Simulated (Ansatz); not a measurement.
## Cr2C, space group P-3m1: a fixed-spin-moment curve, step by step

Program: Ansatz's Python interface.

Run as a notebook:

**Cell 1**
```python
import ansatz
```

**Cell 2**
```python
cell = (
    ansatz.Lattice.of((2.81553618, 0.0, 0.0), (-1.40776809, 2.43832586, 0.0), (0.0, 0.0, 4.23091597))
    .atom("Cr", (2 / 3, 1 / 3, 0.2467073))
    .atom("Cr", (1 / 3, 2 / 3, 0.7532927))
    .atom("C", (0.0, 0.0, 0.5))
)
```

**Cell 3**
```python
base = (
    cell.calculation()
    .pseudopotentials("paw")
    .functional("pbesol")
    .occupations("Fermi-Dirac", width=0.05)
    .kpoints(spacing=0.2)
)
# a hard lock holds the total moment, with one Fermi level a spin
rows = []
for total in [0.0, 1.8, 3.6, 5.4, 7.2]:
    report = base.spin("collinear", total=total, lock="hard").run(threads=1).report
    up, down = report["spin_fermi_energies_ev"]
    rows.append((total, report["free_energy_ev"], up - down, report["absolute_magnetization_mub"]))
reference = rows[0][1]
rows = [(m, 1000 * (e - reference), split, size) for m, e, split, size in rows]
print("     total muB    F - F(0) meV  EF up - down eV    absolute muB")
for row in rows:
    print(f"{str(row[0]):>14s}  {row[1]:14.2f}  {row[2]:15.4f}  {row[3]:14.3f}")
best = min(rows, key=lambda row: row[1])
print(f"lowest at {best[0]} muB per cell, {best[1]:.1f} meV against the first point")
```
Output:
```text
DeckWarning: basis.ecutwfc = 420 eV, auto-derived from the records' recommended cutoffs: set by Cr (normal level)
RunWarning: this spin-polarised run has no starting moment large enough to seed its density, and nothing else in its deck makes the two spin channels differ, so an SCF from that start keeps the magnetisation at zero until it first converges, unless a state found ahead of a linear-response series gives it moments [...]
DeckWarning: where an SCF of this run starts from atoms to list the orders of its open shells, C (site 2, from 0) starts with 2.00 μB on its 2p shell, in the place of the 2.40 μB that the deck gives it: its open shells can hold no more by Hund's first rule. To start from spheres of the given moment, type scf.initial_density.shell_occupations: []
     total muB    F - F(0) meV  EF up - down eV    absolute muB
           0.0            0.00           0.0000           0.000
           1.8          337.82           0.7481           1.915
           3.6         1230.40           1.1839           3.764
           5.4         2618.99           1.8483           5.577
           7.2         4608.79           2.7508           7.317
lowest at 0.0 muB per cell, 0.0 meV against the first point
```

The lowest point lies at 0 μB a cell, the first of the scan; at 7.2 μB the energy is 4609 meV above the lowest.

Notes:
- This cell is a computed structure, which may not be the phase found in nature.
- Warnings are shown shortened and without file and line.
- Only points where the Fermi levels of the two spins meet (minima, maxima and zero moment) are free solutions; a shallow minimum can lie between the points.
- Wall time of the script: 85 s on 1 thread of Arm Neoverse V1 (shared host), peak memory 0.54 GiB.
